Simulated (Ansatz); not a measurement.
# ClGaH4: the cost of one run

The runs use Ansatz 0.2.0, Gaussian basis; PBE0-D4/def2-SVP.

23 further runs of the same task are left out: 1 that didn't finish, 22 set aside as unsound or not needed.

## Step 1: The system as given

The first end: 6 atoms, charge 0, spin multiplicity 1.

Atoms are counted from 1 here; the program's logs count them from 0.

Bond lengths: Ga1–H2 1.576 Å, Ga1–H3 1.569 Å, Ga1–H4 1.569 Å, H5–Cl6 1.282 Å. Angles: H2–Ga1–H3 119.3°, H2–Ga1–H4 119.3°, H3–Ga1–H4 120.4°.

Geometry (Å):

```mol
ClGaH4
  3D, bonds by distance, orders not assigned

  6  4  0  0  0  0  0  0  0  0999 V2000
   -0.4979    0.7588   -0.0106 Ga  0  0
    0.2293    0.7425   -1.4083 H   0  0
    0.1317    1.5728    1.1734 H   0  0
   -1.9549    0.1886    0.1038 H   0  0
    1.3472   -1.6482   -0.4950 H   0  0
    0.7447   -1.6144    0.6367 Cl  0  0
  1  2  8  0
  1  3  8  0
  1  4  8  0
  5  6  8  0
M  END
```

The second end:

```
Ga   -0.4529    0.1660    0.6687
H     0.6139    0.3408   -1.6387
H     0.3279    1.4544    1.0589
H    -1.8279    0.0242   -0.0461
H     0.9123   -0.3021   -1.3889
Cl    0.4267   -1.6833    1.3461
```

## Step 2: The band at PBE0-D4/def2-SVP

neb/in.yaml reads:

```yaml
crystal:
  periodic: [false, false, false]
  atoms:
    - {symbol: Ga, position_ang: [-0.497929, 0.758765, -0.010641]}
    - {symbol: H, position_ang: [0.229273, 0.742464, -1.408250]}
    - {symbol: H, position_ang: [0.131661, 1.572790, 1.173360]}
    - {symbol: H, position_ang: [-1.954858, 0.188567, 0.103849]}
    - {symbol: H, position_ang: [1.347166, -1.648236, -0.494991]}
    - {symbol: Cl, position_ang: [0.744689, -1.614450, 0.636673]}
basis:
  gaussian: {orbitals: def2-SVP}
hamiltonian: {xc: pbe0, dispersion: d4}
neb:
  images: 5
  climbing: true
  max_iterations: 40
  initial_path: idpp
  final_atoms:
    - {symbol: Ga, position_ang: [-0.452924, 0.166028, 0.668714]}
    - {symbol: H, position_ang: [0.613908, 0.340759, -1.638730]}
    - {symbol: H, position_ang: [0.327851, 1.454357, 1.058862]}
    - {symbol: H, position_ang: [-1.827883, 0.024216, -0.046129]}
    - {symbol: H, position_ang: [0.912326, -0.302113, -1.388855]}
    - {symbol: Cl, position_ang: [0.426722, -1.683346, 1.346139]}
```

Run with:

```bash
$ ansatz run in.yaml --threads 2 --pin off --events-out ev --progress --plain --max-ram 4352MiB
```

**Question.** How long does this run take on 2 threads of Arm Neoverse V2, shared host?

About 75 s.
